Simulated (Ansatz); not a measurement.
# Cr (Chromium): the cost of one run

Method: DFT PBE, scalar-relativistic, plane waves, PAW, in Ansatz 0.2.0.

## Step 1: The system as given

The structure is cubic, space group Im-3m (No. 229). Conventional cell: a = 2.848 Å, b = 2.848 Å, c = 2.848 Å, α = 90.00°, β = 90.00°, γ = 90.00°. Cr (site symmetry m-3m) has 8 Cr at 2.47 Å as nearest neighbours.

Coordinates:

```cif
data_structure
_symmetry_space_group_name_H-M 'Im-3m'
_symmetry_Int_Tables_number 229
_cell_length_a 2.8482
_cell_length_b 2.8482
_cell_length_c 2.8482
_cell_angle_alpha 90.000
_cell_angle_beta 90.000
_cell_angle_gamma 90.000
_cell_volume 23.11
loop_
_atom_site_label
_atom_site_type_symbol
_atom_site_symmetry_multiplicity
_atom_site_Wyckoff_symbol
_atom_site_fract_x
_atom_site_fract_y
_atom_site_fract_z
_atom_site_occupancy
Cr1 Cr 2 a 0.00000 0.00000 0.00000 1
```

This cell comes from an earlier session at PBE: 11.553 Å³/atom at 0.04 GPa, on a 22×22×22 mesh.

## Step 2: Ferromagnetic, larger cell

input.yaml

```yaml
crystal:
  lattice:
    - [2.8482214432, 0.0, 0.0]
    - [0.0, 2.8482214432, 0.0]
    - [0.0, 0.0, 2.8482214432]
  atoms:
    - { symbol: Cr, position: [0.0, 0.0, 0.0], spin: 2.0 }
    - { symbol: Cr, position: [0.5, 0.5, 0.5], spin: 2.0 }
basis:
  ecutwfc: 420
  ecutrho_ratio: 4
kpoints:
  mp_grid: { grid: [12, 12, 12] }
hamiltonian:
  xc: pbe
scf:
  occupations: { method: gaussian, width: 0.05 }
  lower_state_search: "off"
output:
  forces: true
  stress: true
  eigenvalues: true
  populations: true
magnetization:
  spin_polarized: true
```

The run is started by

```
$ ansatz run input.yaml --threads 1 --pin off --max-ram 2560MiB --backend cpu --events-out ev --progress --plain --runs-dir out
```

**Question.** How long does this run take on 1 thread of Intel Xeon at 2.70GHz, shared host, and how much memory does it need?

About 8.9 s, with a peak of 0.36 GiB.
